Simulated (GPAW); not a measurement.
Set up this calculation in GPAW 26.7.0, as an ASE script.

- Task: band structure
- Functional: PBEsol
- Potentials or basis: PAW data sets generated in the run's folder for this functional
- Cutoff: 600 eV
- Basis: pw
- k mesh: 3 × 3 × 3
- Occupations: fermi-dirac, width 0.05 eV
- Spin: no spin polarisation
- Ranks: 4
- Maxiter: 150
- Band path: GXMGZPNZ1M,XP
- Band points: 100

The system is In3SbTe4.

```
Te Sb In
1.0
    -4.17012    4.17012    3.60657
     4.17012   -4.17012    3.60657
     4.17012    4.17012   -3.60657
Te Sb In
4 1 3
Direct
  0.44095 0.55905 0.50000
  0.05905 0.94095 0.50000
  0.55905 0.05905 0.11810
  0.94095 0.44095 0.88190
  0.00000 0.00000 0.00000
  0.00000 0.50000 0.50000
  0.50000 0.00000 0.50000
  0.50000 0.50000 0.00000
```

The cell comes from a database or a generator and needn't be the stable form of this composition.

The input as run:

run.py

```python
from ase import Atoms
from ase.dft.bandgap import bandgap
from ase.io import write
from ase.units import GPa
from ase.parallel import parprint
from gpaw import GPAW, PW, setup_paths

setup_paths.insert(0, '.')

atoms = Atoms(['Te', 'Te', 'Te', 'Te', 'Sb', 'In', 'In', 'In'],
              cell=[[-4.170115, 4.170115, 3.606567],
                    [4.170115, -4.170115, 3.606567],
                    [4.170115, 4.170115, -3.606567]],
              scaled_positions=[[0.440951, 0.559049, 0.5],
                                [0.059049, 0.940951, 0.5],
                                [0.559049, 0.059049, 0.118098],
                                [0.940951, 0.440951, 0.881902],
                                [0.0, 0.0, 0.0],
                                [0.0, 0.5, 0.5],
                                [0.5, 0.0, 0.5],
                                [0.5, 0.5, 0.0]],
              pbc=True)

calc = GPAW(mode=PW(600),
            xc='PBEsol',
            kpts={'size': (3, 3, 3), 'gamma': True},
            occupations={'name': 'fermi-dirac', 'width': 0.05},
            nbands=61,
            convergence={'density': 1e-05, 'energy': 1e-05},
            maxiter=150,
            txt='gpaw.txt')
atoms.calc = calc
energy = atoms.get_potential_energy()
forces = atoms.get_forces()
stress = atoms.get_stress()
calc.write('gs.gpw')
write('result.traj', atoms)
parprint(f'Energy: {energy:.6f} eV')
parprint('Forces (eV/A):')
parprint(forces.round(4))
parprint('Stress (GPa):', (stress / GPa).round(3))
parprint('Fermi level:', round(calc.get_fermi_level(), 4), 'eV')
parprint(f'Gap: {bandgap(calc)[0]:.4f} eV, direct: {bandgap(calc, direct=True)[0]:.4f} eV')

path = atoms.cell.bandpath('GXMGZPNZ1M,XP', npoints=100, eps=1e-4)
bs_calc = calc.fixed_density(kpts=path, symmetry='off', nbands=102,
                             convergence={'bands': 'CBM+6.0', 'eigenstates': 1e-6}, txt='bands.txt')
bs = bs_calc.band_structure()
bs.write('bs.json')
parprint(f'Gap on the path: {bandgap(bs_calc)[0]:.4f} eV')
```

Potentials or basis: PAW data sets generated in the run's folder for this functional, pw.

Command:

```console
$ gpaw-setup -f PBEsol In Sb Te
$ OMP_NUM_THREADS=1 mpirun -n 4 gpaw python run.py
```

Results of the run:

```yaml
Pressure: -2.5 GPa
Largest_force: 0.074 eV/Å
Band_gap_along_the_path: none (metal or under the smearing width)
```

Caveat: the k mesh is coarse (spacing up to 0.38 Å⁻¹), so the values aren't converged; spin-orbit coupling is left out, which moves the levels of the heavy elements.

It took 2.9 min on 4 MPI ranks on Intel(R) Xeon(R) 6975P-C (Granite Rapids), with other jobs on the host, peak memory 0.77 GiB a rank.
